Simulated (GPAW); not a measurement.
Crystal: CoW3.

```
CELL_PARAMETERS angstrom
3.90735 0.00000 0.00000
0.00000 3.90735 0.00000
0.00000 0.00000 3.90735
ATOMIC_POSITIONS crystal
W 0.50000 0.50000 0.00000
W 0.50000 0.00000 0.50000
W 0.00000 0.50000 0.50000
Co 0.00000 0.00000 0.00000
```

The cell comes from a database or a generator and needn't be the stable form of this composition.

| Item | Value |
| --- | --- |
| Program | GPAW 26.7.0 |
| Task | relaxation of cell and atoms |
| Functional | PBEsol |
| Dispersion | D3(BJ)+ATM |
| Potentials or basis | PAW data sets generated in the run's folder for this functional |
| Cutoff | 600 eV |
| Basis | pw |
| k mesh | 5 × 5 × 5 |
| Occupations | fermi-dirac, width 0.05 eV |
| Spin | collinear spin, ferromagnetic start |
| Starting moments | [0.0, 0.0, 0.0, 2.0] μB |

At the start: pressure -15.7 GPa; volume 14.91 Å³/atom.

Task: Where does the relaxation end?

Result: Over 4 steps the energy falls by 40.9 meV/atom and the volume is 14.08 Å³/atom (-5.6 %); space group Pm-3m (No. 221, to 0.05 Å); moment 0.85 μB per cell.

Step by step:
```csv
step,energy change (eV),largest force (eV/Å),pressure (GPa),volume (Å³)
1,0.0000,0.0000,-15.68,59.66
2,-0.0773,0.0000,-11.86,58.73
3,-0.1624,0.0000,1.10,56.11
4,-0.1637,0.0000,-0.06,56.32
```

Final structure:
```yaml
crystal:
  lattice:
    - [3.83317, 0.00000, 0.00000]
    - [0.00000, 3.83317, 0.00000]
    - [0.00000, 0.00000, 3.83317]
  atoms:
    - { symbol: W, position: [0.50000, 0.50000, 0.00000] }
    - { symbol: W, position: [0.50000, 0.00000, 0.50000] }
    - { symbol: W, position: [0.00000, 0.50000, 0.50000] }
    - { symbol: Co, position: [0.00000, 0.00000, 0.00000] }
```

Caveat: each step starts from the last one's moments, so a moment once lost doesn't come back; later steps reuse the first step's grids; pairwise dispersion overbinds metals, which lowers pressure and volume.
